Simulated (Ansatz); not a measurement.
# C2H4ClSi (SMILES C=C[SiH]Cl) at UPBE/def2-SVP

What is the electronic atomisation energy of C2H4ClSi at UPBE/def2-SVP? 

The calculation is run with Ansatz 0.2.0.

57 further runs of the same task are left out: 57 set aside as unsound or not needed.

## 1. The structure to begin with

C2H4ClSi: 8 atoms, total charge 0, spin state doublet. SMILES: `C=C[SiH]Cl`. The coordinates come from a PBE0-D4/def2-TZVP relaxation.

Bond lengths: C1–C2 1.335 Å, C2–Si3 1.841 Å, Si3–Cl4 2.059 Å, C1–H5 1.087 Å, C1–H6 1.086 Å, C2–H7 1.088 Å, Si3–H8 1.489 Å. Angles: C1–C2–Si3 122.0°, C2–Si3–Cl4 111.3°, C1–C2–H7 119.1°, Si3–C2–H7 118.7°, C2–C1–H5 121.9°, C2–C1–H6 122.0°, C2–Si3–H8 111.0°, Cl4–Si3–H8 109.0°, H5–C1–H6 116.1°.

## 2. The energy at UPBE/def2-SVP

File in.yaml:

```yaml
crystal:
  periodic: [false, false, false]
  atoms:
    - symbol: C
      position_ang: [0.647000, 1.027000, -0.659700]
    - symbol: C
      position_ang: [0.628500, -0.066700, 0.105400]
    - symbol: Si
      position_ang: [-0.903600, -0.642600, 0.947100]
    - symbol: Cl
      position_ang: [-1.031600, -2.697900, 0.941300]
    - symbol: H
      position_ang: [-0.256900, 1.588200, -0.880600]
    - symbol: H
      position_ang: [1.563900, 1.404900, -1.102500]
    - symbol: H
      position_ang: [1.561300, -0.591000, 0.301600]
    - symbol: H
      position_ang: [-2.116300, -0.079100, 0.291500]
basis:
  gaussian:
    orbitals: def2-SVP
accuracy: high
hamiltonian:
  xc: {name: PBE}
output: {orbitals: {seedname: orbitals}}
magnetization:
  spin_polarized: true
  initial_magnetization: 1
```

Started as:

```
$ ansatz run in.yaml --threads 1 --pin off --max-ram 3480MiB --events-out events.jsonl --progress --plain --runs-dir runs
```

Log:

```text
Warning: RAYON_NUM_THREADS=1 ignored (pool sized by the plan → 1); use --threads N
Functional definition: PBE
  name "PBE"
  parameter kappa = 0.804
  parameter beta = 0.06672455060314922
  exchange = pbe_x(kappa = kappa, mu = beta*pi^2/3)
  correlation = pbe_c(beta = beta)
1845 factors; integrals over basis functions are off by at most 4.0e-9 eV
mean field evaluation 1: about -22503.2149 eV, gradient 4.8e1 eV
mean field evaluation 2: about -22363.5942 eV, gradient 1.3e2 eV
mean field evaluation 4: about -22518.3011 eV, gradient 6.7e0 eV
mean field evaluation 8: about -22518.6330 eV, gradient 3.4e-1 eV
mean field evaluation 16: about -22518.6266 eV, gradient 2.5e-4 eV
mean field -22518.62662443 eV, -827.5442647744 hartree, gradient 4.6e-8 eV, S^2 0.753456; 0 other end points of the search recorded, 0 dependent functions left out
reference -22518.62662754 eV, -827.5442648886 hartree; 24, 23 occupied and 60, 61 virtual orbitals, 1845 factors
Total energy: -22518.62662754 eV, -827.5442648886 hartree
```

It took 6.3 s on 1 thread of Intel Xeon Platinum 8488C (Sapphire Rapids), shared host; peak memory 0.29 GiB.

## 3. The C atom

File molecule.yaml:

```yaml
crystal:
  periodic: [false, false, false]
  atoms:
    - {symbol: C, position_ang: [0.000000, 0.000000, 0.000000]}
basis:
  gaussian: {orbitals: def2-SVP}
magnetization: {spin_polarized: true, initial_magnetization: 2}
hamiltonian: {xc: {name: PBE}}
accuracy: high
```

Started as:

```
$ ansatz run molecule.yaml --threads 1 --pin off --max-ram 3480MiB --events-out events.jsonl --progress --plain --runs-dir runs
```

Log:

```text
Warning: RAYON_NUM_THREADS=1 ignored (pool sized by the plan → 1); use --threads N
Functional definition: PBE
  name "PBE"
  parameter kappa = 0.804
  parameter beta = 0.06672455060314922
  exchange = pbe_x(kappa = kappa, mu = beta*pi^2/3)
  correlation = pbe_c(beta = beta)
95 factors; integrals over basis functions are off by at most 2.0e-9 eV
mean field evaluation 1: about -1027.1051 eV, gradient 4.8e0 eV
mean field evaluation 2: about -1027.2115 eV, gradient 2.6e0 eV
mean field evaluation 4: about -1027.2633 eV, gradient 2.7e-1 eV
mean field evaluation 8: about -1027.2635 eV, gradient 4.8e-5 eV
mean field evaluation 16: about -1027.2635 eV, gradient 5.3e-2 eV
mean field evaluation 32: about -1027.2635 eV, gradient 3.1e-8 eV
mean field -1027.26347279 eV, -37.7512363209 hartree, gradient 3.1e-8 eV, S^2 2.001906; 2 other end points of the search recorded, 0 dependent functions left out
reference -1027.26347433 eV, -37.7512363773 hartree; 4, 2 occupied and 10, 12 virtual orbitals, 95 factors
Total energy: -1027.26347433 eV, -37.7512363773 hartree
```

Wall time 0.57 s (1 thread of Intel Xeon Platinum 8488C (Sapphire Rapids), shared host).

## 4. The Cl atom

File run.yaml:

```yaml
crystal:
  periodic: [false, false, false]
  atoms:
    - symbol: Cl
      position_ang: [0.000000, 0.000000, 0.000000]
basis:
  gaussian:
    orbitals: def2-SVP
hamiltonian:
  xc: pbe
accuracy: high
magnetization:
  spin_polarized: true
  initial_magnetization: 1
```

Run the same way, it converges to -459.79702 Eh (log not shown).

## 5. The H atom, same level

File molecule.yaml:

```yaml
crystal:
  periodic: [false, false, false]
  atoms:
    - {symbol: H, position_ang: [0.000000, 0.000000, 0.000000]}
basis:
  gaussian: {orbitals: def2-SVP}
magnetization: {spin_polarized: true, initial_magnetization: 1}
hamiltonian: {xc: {name: PBE}}
accuracy: high
```

Started as:

```
$ ansatz run molecule.yaml --threads 1 --pin off --max-ram 3480MiB --events-out events.jsonl --progress --plain --runs-dir runs
```

Log:

```text
Warning: RAYON_NUM_THREADS=1 ignored (pool sized by the plan → 1); use --threads N
Functional definition: PBE
  name "PBE"
  parameter kappa = 0.804
  parameter beta = 0.06672455060314922
  exchange = pbe_x(kappa = kappa, mu = beta*pi^2/3)
  correlation = pbe_c(beta = beta)
15 factors; integrals over basis functions are off by at most 8.9e-10 eV
mean field evaluation 1: about -13.5665 eV, gradient 4.0e-1 eV
mean field evaluation 2: about -13.5663 eV, gradient 4.0e-1 eV
mean field evaluation 4: about -13.5684 eV, gradient 5.7e-6 eV
mean field evaluation 8: about -13.5684 eV, gradient 2.0e-10 eV
mean field -13.56839668 eV, -0.4986293811 hartree, gradient 1.3e-10 eV, S^2 0.750000; 0 other end points of the search recorded, 0 dependent functions left out
reference -13.56839849 eV, -0.4986294476 hartree; 1, 0 occupied and 4, 5 virtual orbitals, 15 factors
Total energy: -13.56839849 eV, -0.4986294476 hartree
```

Run time: 0.14 s. Hardware: 1 thread of Intel Xeon Platinum 8488C (Sapphire Rapids), shared host.

## 6. The Si atom, same level

File input.yaml:

```yaml
crystal:
  periodic: [false, false, false]
  atoms:
    - {symbol: Si, position_ang: [0.000000, 0.000000, 0.000000]}
basis:
  gaussian:
    orbitals: def2-SVP
hamiltonian:
  xc: {name: PBE}
magnetization:
  spin_polarized: true
  initial_magnetization: 2
accuracy: high
```

Run the same way, it converges to -289.12416 Eh (log not shown).

## 7. Summary of results

Level: UPBE/def2-SVP.

| quantity | value |
| --- | --- |
| molecule: total energy | -827.54426 Eh |
| molecule: HOMO energy (highest over α and β) | -4.80 eV |
| molecule: LUMO energy (lowest over α and β) | -3.37 eV |
| molecule: ⟨S²⟩ | 0.753 |
| C atom: total energy | -37.75124 Eh |
| C atom: ⟨S²⟩ | 2.002 |
| Cl atom: total energy | -459.79702 Eh |
| Cl atom: ⟨S²⟩ | 0.752 |
| H atom: total energy | -0.49863 Eh |
| H atom: ⟨S²⟩ | 0.750 |
| Si atom: total energy | -289.12416 Eh |
| Si atom: ⟨S²⟩ | 2.003 |
| electronic atomisation energy | 30.643 eV |

**Reading.** Taking the molecule apart into free atoms costs 30.64 eV (707 kcal/mol), before zero-point energy and without spin-orbit coupling.
